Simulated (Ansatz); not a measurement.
# As2H4+ (doublet): from Hartree-Fock to the top rungs, cc-pVTZ

An exercise on one series of results from a longer session: the logs are not shown, and one member is left open.

The runs use Ansatz 0.2.0, Gaussian basis; cc-pVTZ, core rule «outside noble gas», up to 28 orbitals frozen.

To be run: UHF; CCSD(T) on ROHF; CCSD(T) on UHF; BCCD(T) on ROHF; CCSDT(Q) on ROHF; CCSDT(Q) on UHF.

3 further runs of the same task are left out: 3 set aside as unsound or not needed. Runs told in other sessions of the task aren't counted.

**The system**

The geometry is a PBE0/def2-TZVP stationary point (not a proven minimum) of the parent state, kept for this charge and spin. No spin-orbit coupling is included. The filled d shell of As may be among the frozen orbitals whatever the setting's name suggests.

6 atoms, charge 1, spin multiplicity 2.

Atoms are counted from 1 here; the program's logs count them from 0.

Bond lengths: As1–As2 2.483 Å, As1–H3 1.521 Å, As1–H4 1.521 Å, As2–H5 1.521 Å, As2–H6 1.521 Å. Angles: As2–As1–H3 94.9°, As2–As1–H4 94.9°, H3–As1–H4 91.4°, As1–As2–H5 94.9°, As1–As2–H6 94.9°, H5–As2–H6 91.4°.

Set-up of the first run:

The input, in.yaml:

```yaml
crystal:
  periodic: [false, false, false]
  atoms:
    - {symbol: As, position_ang: [0.027637, 0.000012, 1.241689]}
    - {symbol: As, position_ang: [0.027637, 0.000012, -1.241689]}
    - {symbol: H, position_ang: [-1.027576, 1.088298, 1.371313]}
    - {symbol: H, position_ang: [-1.026741, -1.089188, 1.371314]}
    - {symbol: H, position_ang: [-1.027576, 1.088298, -1.371313]}
    - {symbol: H, position_ang: [-1.026741, -1.089188, -1.371314]}
basis:
  gaussian: {orbitals: cc-pVTZ}
total_charge: 1
magnetization: {spin_polarized: true, initial_magnetization: 1}
hamiltonian: {xc: hf}
output: {orbitals: {seedname: orbitals}}
```

Launch:

```bash
ansatz run in.yaml --threads 1 --pin off --events-out ev --progress --plain --max-ram 4096MiB --backend cpu
```

Among the steps run: UHF; CCSD(T) on ROHF; CCSD(T) on UHF; BCCD(T) on ROHF; CCSDT(Q) on ROHF; CCSDT(Q) on UHF.

One of the session's tables, all rows but one given; the rest of the session is left out.

It belongs to the step «Misses and costs». 

```
   method  from UCCSDT(Q) (kcal/mol)
      UHF                    +197.30
     RMP2                     +36.56
     UMP2                     +38.25
    RCCSD                          ?
    UCCSD                      +8.73
 RCCSD(T)                      +1.48
 UCCSD(T)                      +1.52
  BCCD(T)                      +1.50
   RCCSDT                      +0.46
   UCCSDT                      +0.38
RCCSDT(Q)                      +0.09
UCCSDT(Q)                          0
```

Q: Estimate the row for RCCSD from the others.

As computed: from UCCSDT(Q) (kcal/mol): +8.97. In the column «from UCCSDT(Q) (kcal/mol)» it lies between UCCSD (+8.73) and RMP2 (+36.56).

Caveats from the session: Left out of the table: ROHF (another determinant or state than the rows shown). Restricted and unrestricted rows rest on different reference determinants; a gap between their highest levels can come from leftover correlation error, from unlike frozen cores or from another state.
